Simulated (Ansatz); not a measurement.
I need a short molecular-dynamics run of H4NSb, SMILES [NH2][SbH2]. Use the Python package of Ansatz (0.2.0). Level of theory (for the species named): BLYP, def2-SVP basis, multiplicity 1.

```xyz
6

N    -0.2162   -1.0046    0.0330
Sb    0.7190    0.8823    0.0303
H     0.1357   -1.5263   -0.7544
H     0.0472   -1.4216    0.9181
H    -0.1730    1.4194   -1.4007
H    -0.4705    1.5869    1.1276
```

The script, `h4nsb_md.py`:
```python
'''Molecular dynamics of one H4NSb molecule.'''

import ansatz
import numpy as np

config = {
    'basis': 'def2-SVP',
    'xc': 'blyp',
    'n_steps': 20,
    'temperature_k': 200,
}

geometry_ang = [
    ('N', (-0.2162, -1.0046, 0.033)),
    ('Sb', (0.719, 0.8823, 0.0303)),
    ('H', (0.1357, -1.5263, -0.7544)),
    ('H', (0.0472, -1.4216, 0.9181)),
    ('H', (-0.173, 1.4194, -1.4007)),
    ('H', (-0.4705, 1.5869, 1.1276)),
]
mol = ansatz.Crystal.molecule()
for symbol, xyz in geometry_ang:
    mol = mol.atom(symbol, xyz)

model = mol.calculation()
model = model.basis(gaussian=config['basis'])
model = model.functional(config['xc'])
symbols = [site.symbol for site in mol.cartesian_sites]
start = np.array([site.position_ang for site in mol.cartesian_sites], dtype=float)
data = model.relax(force_tolerance=0.02).run().report
end = np.array(data['positions_ang'])
minimum = ansatz.Crystal.molecule()
for symbol, place in zip(symbols, end):
    minimum = minimum.atom(symbol, place.tolist())

# dynamics from the relaxed geometry
model = minimum.calculation()
model = model.basis(gaussian=config['basis'])
model = model.functional(config['xc']).md('nve', timestep=0.5, steps=config['n_steps'], temperature=config['temperature_k'], initial_velocities='maxwell_boltzmann', seed=81)
frames = []
done = model.session().plan().execute(on_event=lambda e: frames.append(e['data']) if e['event'] == 'md_step' else None)
print('t (fs)   E_pot (eV)      E_kin (eV)   T (K)   d(0-1) (A)')
for f in frames[::3]:
    xyz = np.array(f['positions_ang'])
    print(f'{f["time_fs"]:6.2f} {f["lagrangian_ev"]:14.5f} {f["e_kin_ev"]:10.5f} {f["temperature_k"]:8.1f} {np.linalg.norm(xyz[0] - xyz[1]):9.4f}')
kept = np.array([f['conserved_ev'] for f in frames])
print(f'conserved energy moves by at most {1000 * np.ptp(kept):.3f} meV')
symbols = [site.symbol for site in mol.cartesian_sites]
with open('last_frame.xyz', 'w') as handle:
    handle.write(f'{len(symbols)}\nt = {frames[-1]["time_fs"]} fs\n')
    handle.writelines('{:2s} {:10.5f} {:10.5f} {:10.5f}\n'.format(s, *xyz) for s, xyz in zip(symbols, frames[-1]['positions_ang']))
```

```console
$ python h4nsb_md.py
t (fs)   E_pot (eV)      E_kin (eV)   T (K)   d(0-1) (A)
  0.00    -8088.76068    0.10341    200.0    2.1141
  1.50    -8088.75645    0.09918    191.8    2.1164
  3.00    -8088.74470    0.08745    169.1    2.1187
  4.50    -8088.72854    0.07132    137.9    2.1210
  6.00    -8088.71154    0.05435    105.1    2.1233
  7.50    -8088.69636    0.03918     75.8    2.1255
  9.00    -8088.68536    0.02820     54.5    2.1274
conserved energy moves by at most 0.103 meV
```

File `last_frame.xyz` afterwards:
```text
6
t = 10.0 fs
N    -0.07519   -1.05716    0.43205
Sb    0.65151    0.94155    0.34677
H    -0.84353   -1.32694   -0.20128
H     0.75562   -1.55006    0.07022
H     0.58575    1.45023   -1.34950
H    -0.92103    1.64064    0.61438
```

What to keep in mind:
- Total energies depend on the basis set; only differences at equal settings carry meaning.
- The trajectory is only some femtoseconds long, so its temperature is not equilibrated; where the script doesn't relax first, it starts from a rough generated geometry.
- def2 sets replace the cores of elements past krypton by effective core potentials.
- The temperature counts the internal degrees of freedom alone.
- Hardware and time: 72 s on 1 thread of Arm Neoverse N1, on a shared host, peak memory 0.18 GiB.
